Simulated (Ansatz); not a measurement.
# InCl₃: basis-set convergence

Aim: see how fast density functionals converge with the basis set for InCl₃.

Program: Ansatz 0.2.0, Gaussian basis. Level of theory: one geometry, several basis sets. These are calculated values, not measurements.

Plan: PBE0-D4/def2-SVP; ωB97M-V/def2-SVP; PBE0-D4/def2-QZVPP; ωB97M-V/def2-QZVPP; the functionals' def2-TZVPP values are taken from earlier runs.

## Step 1: Structure used throughout

An earlier PBE0-D4 in a triple-zeta def2 set relaxation fixed the geometry. In takes the def2 core potential; no spin-orbit term is included.

SMILES `[Cl][In]([Cl])[Cl]`, 4 atoms, charge 0, spin multiplicity 1.

Atoms are counted from 1 here; the program's logs count them from 0.

Bond lengths: Cl1–In2 2.293 Å, In2–Cl3 2.293 Å, In2–Cl4 2.293 Å. Angles: Cl1–In2–Cl3 120.0°, Cl1–In2–Cl4 120.0°, Cl3–In2–Cl4 120.0°.

Coordinates:

```
atom    x (Å)    y (Å)    z (Å)
 Cl1  -0.2029   0.5215   2.2136
 In2   0.0144  -0.0148  -0.0053
 Cl3   1.0159  -1.9852  -0.6153
 Cl4  -0.7720   1.4183  -1.6132
```

## Step 2: PBE0-D4 in def2-SVP

in.yaml reads:

```yaml
crystal:
  periodic: [false, false, false]
  atoms:
    - {symbol: Cl, position_ang: [-0.202939, 0.521451, 2.213561]}
    - {symbol: In, position_ang: [0.014396, -0.014832, -0.005252]}
    - {symbol: Cl, position_ang: [1.015911, -1.985201, -0.615343]}
    - {symbol: Cl, position_ang: [-0.771970, 1.418281, -1.613166]}
basis:
  gaussian: {orbitals: def2-SVP}
hamiltonian: {xc: pbe0, dispersion: d4}
output: {orbitals: {seedname: orbitals}}
```

After this run come: ωB97M-V in def2-SVP; PBE0-D4 in def2-QZVPP; ωB97M-V in def2-QZVPP.

**Question.** What will the summary of the whole plan be? Wanted: PBE0-D4: double and triple zeta above quadruple; ωB97M-V: double and triple zeta above quadruple.

The runs gave:

| quantity | value |
| --- | --- |
| PBE0-D4: double and triple zeta above quadruple | 14.39, 1.14 eV |
| ωB97M-V: double and triple zeta above quadruple | 14.18, 1.09 eV |

**Reading.** PBE0-D4 gains 13.25 eV from double to triple zeta, then 1.14 eV more. Total energies overstate the basis error of differences, where much of it tends to cancel.
